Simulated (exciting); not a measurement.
Here is an exciting (release sodium) calculation.

Contents of input.xml:

```xml
<input>
  <title>WAu</title>
  <structure speciespath="./" tshift="false">
    <crystal scale="1">
      <basevect>0.000000000000 5.497610139023 5.497610139023</basevect>
      <basevect>5.497610139023 0.000000000000 5.497610139023</basevect>
      <basevect>5.497610139023 5.497610139023 0.000000000000</basevect>
    </crystal>
    <species speciesfile="W.xml" rmt="2.29">
      <atom coord="0.000000000000 0.000000000000 0.000000000000"/>
    </species>
    <species speciesfile="Au.xml" rmt="2.29">
      <atom coord="0.750000000000 0.750000000000 0.750000000000"/>
    </species>
  </structure>
  <groundstate do="fromscratch" ngridk="8 8 8" rgkmax="9" gmaxvr="14" lmaxapw="10" lmaxmat="10" lmaxvr="8" xctype="GGA_PBE_SOL" stype="Fermi Dirac" swidth="0.00183747" nempty="18" ValenceRelativity="iora*" epsengy="1e-05" epspot="1e-05" maxscl="60" tforce="true" outputlevel="normal"/>
  <properties>
    <chargedensityplot>
      <plot3d>
        <box grid="21 21 21">
          <origin coord="0 0 0"/>
          <point coord="1 0 0"/>
          <point coord="0 1 0"/>
          <point coord="0 0 1"/>
        </box>
      </plot3d>
    </chargedensityplot>
    <elfplot>
      <plot3d>
        <box grid="21 21 21">
          <origin coord="0 0 0"/>
          <point coord="1 0 0"/>
          <point coord="0 1 0"/>
          <point coord="0 0 1"/>
        </box>
      </plot3d>
    </elfplot>
    <exccplot>
      <plot3d>
        <box grid="21 21 21">
          <origin coord="0 0 0"/>
          <point coord="1 0 0"/>
          <point coord="0 1 0"/>
          <point coord="0 0 1"/>
        </box>
      </plot3d>
    </exccplot>
  </properties>
</input>
```

Potentials or basis: all-electron LAPW+lo, shipped species files, valence relativity iora*.

Launch:

```bash
$ OMP_NUM_THREADS=1 exciting_smp
```

(1) What does it give for the band gap on the k mesh?

Answers

(1) none (metal or under the smearing width).
